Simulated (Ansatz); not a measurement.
# BF2HO: the cost of one run

Method: RKS B3LYP/def2-SVP, in Ansatz 0.2.0.

## Step 1: The system as given

Bond lengths: B1–O2 1.410 Å, O2–H3 1.010 Å, B1–F4 1.320 Å, B1–F5 1.320 Å. Angles: B1–O2–H3 109.5°, O2–B1–F4 120.0°, O2–B1–F5 120.0°, F4–B1–F5 120.0°.

Coordinates:

```xyz
5

B     0.0000    0.0000    0.0000
O     0.0000    0.0000    1.4100
H    -0.9095   -0.2814    1.7471
F     1.1431    0.0000   -0.6600
F    -1.1431    0.0000   -0.6600
```

## Step 2: Preparing the start

Contents of input.yaml:

```yaml
crystal:
  periodic: [false, false, false]
  atoms:
    - { symbol: B, position_ang: [0.0, 0.0, 0.0] }
    - { symbol: O, position_ang: [0.0, 0.0, 1.41] }
    - { symbol: H, position_ang: [-0.9095, -0.2814, 1.7471] }
    - { symbol: F, position_ang: [1.1431, 0.0, -0.66] }
    - { symbol: F, position_ang: [-1.1431, 0.0, -0.66] }
basis:
  gaussian: { orbitals: def2-SVP }
hamiltonian:
  xc: b3lyp
relax:
  f_tol: 0.02
  max_steps: 40
```

Run with:

```
$ ansatz run input.yaml --threads 1 --pin off --max-ram 2048MiB --backend cpu --events-out ev --progress --plain --runs-dir out
```

What time and memory should one allow on 1 thread of Intel Xeon 6975P-C (Granite Rapids), shared host?

About 4.4 s, with a peak of 0.14 GiB.
